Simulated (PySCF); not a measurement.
# C8H12O4: excited states

Aim: compute the excited states of C8H12O4 (`C=CCOC(=O)C(=O)OCCC`).

Computed with PySCF 2.14.0 and routines of our own; the level stands in each step. Atoms count from 0.

## 1. The system as given

24 atoms, charge 0, multiplicity 1; geometry from: GFN2-xTB.

## 2. Excited states: TDA LC-wPBE/def2-SVP

Job settings and geometry (Å):

```
{"job": {"kind": "states", "xc": "LC-wPBE", "basis": "def2-SVP", "tda": true, "soc": true, "nstates": 5, "ntriplets": 5, "nquad": 4}, "charge": 0, "multiplicity": 1}
C      5.091626     0.708263     1.557737
C      4.003972     0.071410     1.169415
C      3.344698     0.275033    -0.159506
O      1.949477     0.586128     0.000307
C      1.103407    -0.427820     0.043007
O      1.377830    -1.590991    -0.071296
C     -0.331785     0.085849     0.274286
O     -0.783079     0.322975     1.360803
O     -0.961213     0.202110    -0.881857
C     -2.336764     0.607620    -0.842901
C     -3.257877    -0.587693    -0.617530
C     -4.720810    -0.168712    -0.674563
H      5.581145     1.432962     0.927962
H      5.543487     0.522244     2.516265
H      3.517860    -0.654277     1.806708
H      3.426361    -0.639460    -0.760713
H      3.775403     1.122371    -0.695340
H     -2.466014     1.344073    -0.043502
H     -2.523756     1.070794    -1.813637
H     -3.033775    -1.024250     0.357415
H     -3.052370    -1.339475    -1.381915
H     -4.936211     0.571705     0.091915
H     -4.960666     0.259888    -1.645040
H     -5.362680    -1.029816    -0.510464
```

With the program's defaults for keys left out, this is: TDA LC-wPBE/def2-SVP excited states, vertical, gas phase, spin-orbit mean-field couplings.

Command:

```console
$ OMP_NUM_THREADS=1 python excited_run.py task.json out
```

The driver reads the jobs from task.json and runs them one after another.

Log:

```text
coarse grid: 20472 points
cycle   1  E = -611.6208963419  dE =  2.505e+00  |g| = 1.350e+00  |ddm| = 5.086e+00
cycle   2  E = -611.4191280912  dE =  2.018e-01  |g| = 1.814e+00  |ddm| = 2.181e+00
cycle   3  E = -611.9859349311  dE = -5.668e-01  |g| = 1.861e-01  |ddm| = 1.277e+00
cycle   4  E = -611.9911218442  dE = -5.187e-03  |g| = 9.758e-02  |ddm| = 1.849e-01
cycle   5  E = -611.9928851244  dE = -1.763e-03  |g| = 1.467e-02  |ddm| = 7.626e-02
cycle   6  E = -611.9929530955  dE = -6.797e-05  |g| = 5.353e-03  |ddm| = 2.258e-02
cycle   7  E = -611.9929633518  dE = -1.026e-05  |g| = 1.473e-03  |ddm| = 8.818e-03
cycle   8  E = -611.9929643076  dE = -9.558e-07  |g| = 4.788e-04  |ddm| = 3.736e-03
final grid: 198960 points
cycle   9  E = -612.1257425016  dE = -4.680e-05  |g| = 6.161e-03  |ddm| = 2.412e-02
cycle  10  E = -612.1257452159  dE = -2.714e-06  |g| = 5.658e-03  |ddm| = 8.824e-03
cycle  11  E = -612.1257511293  dE = -5.913e-06  |g| = 6.316e-04  |ddm| = 3.923e-03
cycle  12  E = -612.1257512587  dE = -1.294e-07  |g| = 2.318e-04  |ddm| = 6.971e-04
cycle  13  E = -612.1257512326  dE =  2.616e-08  |g| = 6.594e-05  |ddm| = 3.219e-04
cycle  14  E = -612.1257512337  dE = -1.141e-09  |g| = 3.724e-05  |ddm| = 8.472e-05
cycle  15  E = -612.1257512341  dE = -3.815e-10  |g| = 8.817e-06  |ddm| = 5.198e-05
converged SCF energy = -612.1257512341

Singlet excitations
state   eV       nm        f     d(h-e)  d(exc)  Lambda  PR(NTO)  |dmu|/D   mu/D   main configurations
  1   5.7858   214.3   0.00061   0.332   2.042   0.601   1.392    0.594    1.571   H->L 0.35, H->L+1 0.32, H-4->L+2 0.12
  2   6.0030   206.5   0.00106   0.342   1.968   0.512   1.633    0.636    1.524   H->L+2 0.56, H-4->L 0.12, H-4->L+1 0.11
  3   8.0899   153.3   0.14765   0.194   2.580   0.515   2.201    0.819    2.601   H-2->L 0.18, H-3->L 0.17, H-4->L 0.13
  4   8.2109   151.0   0.01973   0.583   2.469   0.511   2.425    2.347    3.392   H-4->L+2 0.21, H-3->L 0.20, H-4->L+1 0.11
  5   8.2679   150.0   0.00587   0.540   2.461   0.522   2.184                     H-4->L+2 0.37, H-3->L+1 0.14, H-8->L 0.09

Triplet excitations (Tamm-Dancoff)
state   eV     d(h-e)  d(exc)  Lambda  PR(NTO)   main configurations
  1   4.3293   0.006   1.903   0.683   1.007   H-1->L 0.43, H-1->L+1 0.28, H->L 0.12
  2   5.1801   0.330   2.019   0.600   1.402   H->L 0.34, H->L+1 0.33, H-4->L+2 0.12
  3   5.3719   0.348   1.953   0.513   1.605   H->L+2 0.56, H-4->L 0.10, H-4->L+1 0.10
  4   6.0427   0.226   1.948   0.502   1.570   H-2->L 0.20, H-2->L+2 0.18, H-3->L+2 0.14
  5   6.0901   0.213   1.935   0.571   1.616   H-3->L+1 0.24, H-2->L+2 0.21, H-3->L 0.18
S1 - T1 = 1.4566 eV

Spin-orbit couplings |<S|Hso|T>| (cm-1)
             T1       T2       T3       T4       T5
S0        0.752   45.856   67.229    4.265    2.409
S1        0.227    1.136    6.642   26.957   21.746
S2        0.438    8.166    2.062   21.998   26.966
S3        1.390    3.518   17.353    9.143    7.564
S4        2.424    4.993   27.107    7.428   13.609
S5        1.575    7.708   27.354   11.452    7.466
T1 sublevels (cm-1): 0.000 0.000 0.000   radiative rates (1/s): 0.00969 0.00473 0.0812
```

Wall time 92 s (1 thread of Arm Neoverse V2, shared host); peak memory 1.2 GiB.

In short:

```
  quantity    value
S1 less T1  1.46 eV
```

## 3. Excited states: TDA LC-wPBE/cc-pVDZ in chloroform

The job, as its differences from that of step 2:

```diff
@@ -1,2 +1,2 @@
-{"job": {"kind": "states", "xc": "LC-wPBE", "basis": "def2-SVP", "tda": true, "soc": true, "nstates": 5, "ntriplets": 5, "nquad": 4}, "charge": 0, "multiplicity": 1}
+{"job": {"kind": "states", "xc": "LC-wPBE", "basis": "cc-pVDZ", "tda": true, "soc": true, "nstates": 10, "ntriplets": 5, "nquad": 4, "solvent": "chloroform"}, "charge": 0, "multiplicity": 1}
 C      5.091626     0.708263     1.557737
```

Level: TDA LC-wPBE/cc-pVDZ excited states, vertical, IEF-PCM chloroform (non-equilibrium response), spin-orbit mean-field couplings.

Log:

```text
coarse grid: 20472 points
cycle   1  E = -612.2395514573  dE =  2.632e+00  |g| = 1.339e+00  |ddm| = 8.755e+00
cycle   2  E = -612.0847859349  dE =  1.548e-01  |g| = 1.725e+00  |ddm| = 3.626e+00
cycle   3  E = -612.5960792718  dE = -5.113e-01  |g| = 1.544e-01  |ddm| = 2.001e+00
cycle   4  E = -612.5995639605  dE = -3.485e-03  |g| = 8.897e-02  |ddm| = 2.636e-01
cycle   5  E = -612.6010224523  dE = -1.458e-03  |g| = 1.424e-02  |ddm| = 1.152e-01
cycle   6  E = -612.6010805324  dE = -5.808e-05  |g| = 5.064e-03  |ddm| = 2.946e-02
cycle   7  E = -612.6010893420  dE = -8.810e-06  |g| = 1.380e-03  |ddm| = 1.110e-02
final grid: 198960 points
cycle   8  E = -612.6066481821  dE = -6.630e-05  |g| = 6.623e-03  |ddm| = 7.334e-02
cycle   9  E = -612.6066530062  dE = -4.824e-06  |g| = 5.683e-03  |ddm| = 1.797e-02
cycle  10  E = -612.6066592007  dE = -6.194e-06  |g| = 8.139e-04  |ddm| = 8.264e-03
cycle  11  E = -612.6066593978  dE = -1.971e-07  |g| = 3.041e-04  |ddm| = 1.607e-03
cycle  12  E = -612.6066594294  dE = -3.164e-08  |g| = 8.528e-05  |ddm| = 7.421e-04
cycle  13  E = -612.6066594321  dE = -2.682e-09  |g| = 5.387e-05  |ddm| = 1.809e-04
cycle  14  E = -612.6066594330  dE = -8.934e-10  |g| = 1.452e-05  |ddm| = 1.020e-04
converged SCF energy = -612.6066594330

Singlet excitations
state   eV       nm        f     d(h-e)  d(exc)  Lambda  PR(NTO)  |dmu|/D   mu/D   main configurations
  1   5.8006   213.7   0.00078   0.332   2.054   0.628   1.384    0.665    1.920   H->L 0.39, H-1->L 0.23, H->L+2 0.10
  2   6.0197   206.0   0.00146   0.341   1.981   0.560   1.622    0.705    1.873   H->L+1 0.37, H-1->L+1 0.20, H-4->L 0.15
  3   7.9938   155.1   0.43005   0.112   2.547   0.549   2.014    0.398    2.937   H-2->L 0.19, H-3->L 0.12, H-4->L 0.12
  4   8.1611   151.9   0.10371   0.356   2.445   0.525   2.129    1.642    3.304   H-3->L 0.22, H-4->L+1 0.17, H-3->L+2 0.09
  5   8.1976   151.2   0.44891   0.191   2.350   0.597   2.006                     H->L+1 0.17, H-1->L+2 0.15, H-1->L 0.13
  6   8.2314   150.6   0.01506   0.465   2.429   0.481   2.293                     H-4->L+1 0.25, H-4->L+2 0.14, H-3->L+1 0.08
  7   8.6488   143.4   0.13013   0.469   2.736   0.504   1.885                     H-2->L 0.29, H-2->L+2 0.13, H->L+1 0.10
  8   8.8362   140.3   0.05871   0.326   2.575   0.512   2.528                     H-2->L+1 0.22, H-3->L 0.13
  9   8.9775   138.1   0.02991   0.490   2.999   0.522   1.919                     H-2->L+1 0.18, H-1->L 0.15, H-1->L+1 0.13
 10   9.0039   137.7   0.00330   1.031   3.009   0.521   1.693                     H-2->L+1 0.32, H-3->L 0.25

Triplet excitations (Tamm-Dancoff)
state   eV     d(h-e)  d(exc)  Lambda  PR(NTO)   main configurations
  1   4.3616   0.008   1.909   0.660   1.007   H-1->L+2 0.29, H->L+2 0.22, H-1->L 0.17
  2   5.2056   0.328   2.033   0.627   1.390   H->L 0.38, H-1->L 0.23, H->L+2 0.11
  3   5.4019   0.345   1.966   0.562   1.592   H->L+1 0.37, H-1->L+1 0.21, H-4->L 0.13
  4   6.0347   0.273   1.974   0.494   1.487   H-2->L 0.29, H-2->L+2 0.19, H-3->L+1 0.12
  5   6.0837   0.254   1.960   0.549   1.530   H-3->L 0.26, H-3->L+1 0.20, H-2->L+1 0.14
S1 - T1 = 1.4390 eV

Spin-orbit couplings |<S|Hso|T>| (cm-1)
             T1       T2       T3       T4       T5
S0        0.769   44.985   66.194    4.432    2.609
S1        0.250    1.173    6.482   25.663   21.314
S2        0.465    8.247    2.031   21.486   25.540
S3        1.046    4.123   15.944    8.329    6.970
S4        2.695    4.314   21.637    5.849   11.588
S5        0.216    4.385   13.149    5.740    7.148
S6        1.065    7.411   29.671   11.536    8.102
S7        2.283   25.983    6.320    4.081    9.113
S8        1.459   25.547    5.353    6.646    4.532
S9        2.367    9.235    7.396    6.018    6.246
S10       1.090    5.858    3.218    4.797    3.442
T1 sublevels (cm-1): 0.000 0.000 0.001   radiative rates (1/s): 0.0341 0.0582 0.0244
```

Run time: 91 s. Hardware: 1 thread of Arm Neoverse V2, shared host; peak memory 1.4 GiB.

From this job:

```
  quantity    value
S1 less T1  1.44 eV
```

## 4. Excited states: TDA LC-wPBE/3-21G

The job, as its differences from that of step 3:

```diff
@@ -1,2 +1,2 @@
-{"job": {"kind": "states", "xc": "LC-wPBE", "basis": "cc-pVDZ", "tda": true, "soc": true, "nstates": 10, "ntriplets": 5, "nquad": 4, "solvent": "chloroform"}, "charge": 0, "multiplicity": 1}
+{"job": {"kind": "states", "xc": "LC-wPBE", "basis": "3-21G", "tda": true, "soc": true, "nstates": 5, "ntriplets": 5, "nquad": 4, "grid": 3}, "charge": 0, "multiplicity": 1}
 C      5.091626     0.708263     1.557737
```

Level: TDA LC-wPBE/3-21G excited states, vertical, gas phase, spin-orbit mean-field couplings.

Log:

```text
coarse grid: 20472 points
cycle   1  E = -608.6955704355  dE =  2.461e+00  |g| = 1.330e+00  |ddm| = 4.863e+00
cycle   2  E = -608.4994391989  dE =  1.961e-01  |g| = 1.829e+00  |ddm| = 2.476e+00
cycle   3  E = -609.0623843635  dE = -5.629e-01  |g| = 2.087e-01  |ddm| = 1.495e+00
cycle   4  E = -609.0690048303  dE = -6.620e-03  |g| = 9.083e-02  |ddm| = 1.948e-01
cycle   5  E = -609.0704878424  dE = -1.483e-03  |g| = 1.193e-02  |ddm| = 7.960e-02
cycle   6  E = -609.0705351113  dE = -4.727e-05  |g| = 4.733e-03  |ddm| = 2.152e-02
cycle   7  E = -609.0705442289  dE = -9.118e-06  |g| = 9.551e-04  |ddm| = 9.845e-03
final grid: 286968 points
cycle   8  E = -609.1538011412  dE = -7.448e-05  |g| = 6.594e-03  |ddm| = 2.795e-02
cycle   9  E = -609.1538061257  dE = -4.984e-06  |g| = 5.702e-03  |ddm| = 9.983e-03
cycle  10  E = -609.1538122907  dE = -6.165e-06  |g| = 7.123e-04  |ddm| = 3.998e-03
cycle  11  E = -609.1538124327  dE = -1.420e-07  |g| = 3.069e-04  |ddm| = 9.074e-04
cycle  12  E = -609.1538124661  dE = -3.345e-08  |g| = 7.040e-05  |ddm| = 5.603e-04
cycle  13  E = -609.1538124683  dE = -2.192e-09  |g| = 6.008e-05  |ddm| = 1.186e-04
cycle  14  E = -609.1538124694  dE = -1.127e-09  |g| = 1.254e-05  |ddm| = 1.104e-04
cycle  15  E = -609.1538124695  dE = -1.103e-10  |g| = 3.743e-06  |ddm| = 3.170e-05
converged SCF energy = -609.1538124695

Singlet excitations
state   eV       nm        f     d(h-e)  d(exc)  Lambda  PR(NTO)  |dmu|/D   mu/D   main configurations
  1   5.6074   221.1   0.00123   0.312   2.062   0.563   1.389    0.476    1.464   H->L 0.50, H->L+1 0.18, H-4->L+2 0.09
  2   5.8346   212.5   0.00169   0.318   1.981   0.536   1.627    0.504    1.434   H->L+2 0.44, H->L+1 0.24, H-4->L 0.14
  3   7.9688   155.6   0.06721   0.228   2.586   0.497   1.838    0.731    2.410   H-4->L 0.27, H-2->L 0.12, H-4->L+1 0.11
  4   8.0530   154.0   0.00314   0.189   2.453   0.479   2.045    0.650    2.265   H-4->L+2 0.37, H-4->L+1 0.16, H->L 0.09
  5   8.2982   149.4   0.01387   0.718   2.622   0.575   1.349                     H-3->L 0.33, H-3->L+1 0.14

Triplet excitations (Tamm-Dancoff)
state   eV     d(h-e)  d(exc)  Lambda  PR(NTO)   main configurations
  1   4.4748   0.005   1.889   0.639   1.009   H-1->L 0.34, H-1->L+1 0.28, H-1->L+2 0.17
  2   4.9714   0.317   2.035   0.561   1.419   H->L 0.48, H->L+1 0.19, H-4->L+2 0.09
  3   5.1593   0.331   1.964   0.538   1.611   H->L+2 0.45, H->L+1 0.24, H-4->L 0.13
  4   5.7833   0.270   1.968   0.530   1.486   H-2->L+2 0.30, H-2->L 0.28
  5   5.8179   0.258   1.960   0.596   1.512   H-3->L+1 0.29, H-3->L 0.23, H-2->L+2 0.15
S1 - T1 = 1.1326 eV

Spin-orbit couplings |<S|Hso|T>| (cm-1)
             T1       T2       T3       T4       T5
S0        1.451   42.006   61.755    5.988    3.124
S1        0.217    0.573    5.842   23.141   18.728
S2        0.631    7.600    2.662   18.852   22.688
S3        0.978    6.943   19.768   10.099    9.488
S4        1.176    8.311   32.349    8.916   11.023
S5        3.055    9.578    5.899    4.430    6.110
T1 sublevels (cm-1): 0.000 0.000 0.000   radiative rates (1/s): 0.0616 0.0536 0.0719
```

It took 44 s on 1 thread of Arm Neoverse V2, shared host; peak memory 0.77 GiB.

In short:

```
  quantity    value
S1 less T1  1.13 eV
```

(Part 1 of 2 ends here.)
